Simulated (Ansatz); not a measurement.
Write a Python script for Ansatz 0.2.0 through its Python package that makes a single point in a Gaussian basis of C₂H₃Br, SMILES C=CBr. Level of theory: CCSD(T), def2-SVP basis, multiplicity 1.

```xyz
6

C    -0.5175    0.1617   -0.4558
C     0.4245    0.0004    0.3984
Br    1.1669   -1.6477    0.7142
H    -0.9185   -0.5955   -1.0501
H    -0.9739    1.1928   -0.6335
H     0.8606    0.8243    0.9807
```

The script, `energy_c2h3br.py`:
```python
'''Electronic structure of the C2H3Br molecule.'''

from dataclasses import dataclass
import sys

import ansatz as az


@dataclass
class RunConfig:
    basis: str = 'def2-SVP'
    level: str = 'CCSD(T)'


cfg = RunConfig()

GEOMETRY = '''
C    -0.51750    0.16170   -0.45580
C     0.42450    0.00040    0.39840
Br    1.16690   -1.64770    0.71420
H    -0.91850   -0.59550   -1.05010
H    -0.97390    1.19280   -0.63350
H     0.86060    0.82430    0.98070
'''


def main() -> None:
    system = az.Crystal.molecule()
    for line in GEOMETRY.strip().splitlines():
        symbol, *xyz = line.split()
        system = system.atom(symbol, [float(v) for v in xyz])

    calculation = (
        system.calculation()
        .basis(gaussian=cfg.basis)
        .correlation(cfg.level)
    )
    print(calculation.to_yaml())
    try:
        rep = calculation.run(threads=1).report
    except az.AnsatzError as error:
        sys.exit(f'{type(error).__name__}: {error}')

    print('reference energy %16.6f eV' % rep['reference_energy_ev'])
    print('total energy     %16.6f eV' % rep['free_energy_ev'])
    print('occupied (up, down):', rep['n_occupied'], ' virtual:', rep['n_virtual'], ' frozen:', rep['n_frozen'])

    parts = rep['correlation']
    for name in ('random_phase', 'coupled_cluster', 'perturbative'):
        if name in parts:
            print(f'{name:16s} {parts[name]["energy"]["hartree"]:12.7f} Ha')
    if 'second_order' in parts:
        pair = parts['second_order']
        print(f'MP2 same spin {pair["same_spin"]["hartree"]:.7f} Ha, opposite spin {pair["opposite_spin"]["hartree"]:.7f} Ha')

    state = rep['mean_field']['state']
    print(f'mean field: {state["energy"]["hartree"]:.7f} Ha, <S^2> = {abs(state["spin_squared"]):.4f}, stability: {state.get("stability", {}).get("kind")}')


if __name__ == '__main__':
    main()
```

```console
$ python energy_c2h3br.py
crystal:
  periodic: [false, false, false]
  atoms:
    - { symbol: C, position_ang: [-0.5175, 0.1617, -0.4558] }
    - { symbol: C, position_ang: [0.4245, 0.0004, 0.3984] }
    - { symbol: Br, position_ang: [1.1669, -1.6477, 0.7142] }
    - { symbol: H, position_ang: [-0.9185, -0.5955, -1.0501] }
    - { symbol: H, position_ang: [-0.9739, 1.1928, -0.6335] }
    - { symbol: H, position_ang: [0.8606, 0.8243, 0.9807] }
basis:
  gaussian:
    orbitals: def2-SVP
correlation:
  method: ccsd_t

reference energy    -72096.220557 eV
total energy        -72110.832242 eV
occupied (up, down): [14, 14]  virtual: [50, 50]  frozen: 11
coupled_cluster    -0.5214022 Ha
perturbative       -0.0155673 Ha
MP2 same spin -0.1369403 Ha, opposite spin -0.3607173 Ha
mean field: -2649.4872369 Ha, <S^2> = 0.0000, stability: minimum
```

Caveats:
- Total energies depend on the basis set; only differences at equal settings carry meaning.
- The geometry is a force-field or estimated start, not a minimum of this method, and the basis set is short of its limit.
- Inner cores stay frozen; a filled d shell under the valence of the heavier atoms is correlated with it.
- S² is that of the Hartree-Fock reference.
- Timing: 4.1 s on 1 thread of Arm Neoverse V1 (shared host), peak memory 0.26 GiB.

(Lines on the test bed's own set-up are left out of the output.)
